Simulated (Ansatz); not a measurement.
# ZnO: the cost of one run

Program: Ansatz 0.2.0. Level of theory: DFT PBE, scalar-relativistic, plane waves, PAW, and further levels as typed in the inputs. These are calculated values, not measurements.

## (1) The structure to begin with

It takes space group P6_3mc (No. 186, hexagonal). The conventional cell has a = 3.270 Å, b = 3.270 Å, c = 5.207 Å, α = 90.00°, β = 90.00°, γ = 120.00°. Zn (site symmetry 3m) has 4 O at 1.99 Å as nearest neighbours. O (site symmetry 3m) is surrounded by 4 Zn at 1.99 Å.

As a file:

```
CELL_PARAMETERS angstrom
3.26950 0.00000 0.00000
-1.63475 2.83147 0.00000
0.00000 0.00000 5.20700
ATOMIC_POSITIONS crystal
Zn 0.33333 0.66667 0.00000
Zn 0.66667 0.33333 0.50000
O 0.33333 0.66667 0.38200
O 0.66667 0.33333 0.88200
```

## (2) Relaxing the atoms: ZnO, no spin

File input.yaml:

```yaml
crystal:
  lattice:
    - [3.2695, 0.0, 0.0]
    - [-1.63475, 2.83147006, 0.0]
    - [0.0, 0.0, 5.207]
  atoms:
    - { symbol: Zn, position: [0.3333333333, 0.6666666667, 0.0] }
    - { symbol: Zn, position: [0.6666666667, 0.3333333333, 0.5] }
    - { symbol: O, position: [0.3333333333, 0.6666666667, 0.382] }
    - { symbol: O, position: [0.6666666667, 0.3333333333, 0.882] }
scf:
  occupations: { method: gaussian, width: 0.05 }
output:
  forces: true
  stress: true
hamiltonian:
  xc: pbe
kpoints:
  mp_grid: { grid: [8, 8, 5] }
relax:
  f_tol: 0.003
```

On the command line:

```bash
$ ansatz run input.yaml --threads 8 --pin off --max-ram 16384MiB --backend cpu --events-out ev --progress --plain --runs-dir out
```

**Question.** How long does this run take on 8 threads of Arm Neoverse V1, shared host, and how much memory does it need?

About 1.3 s, with a peak of 0.41 GiB.
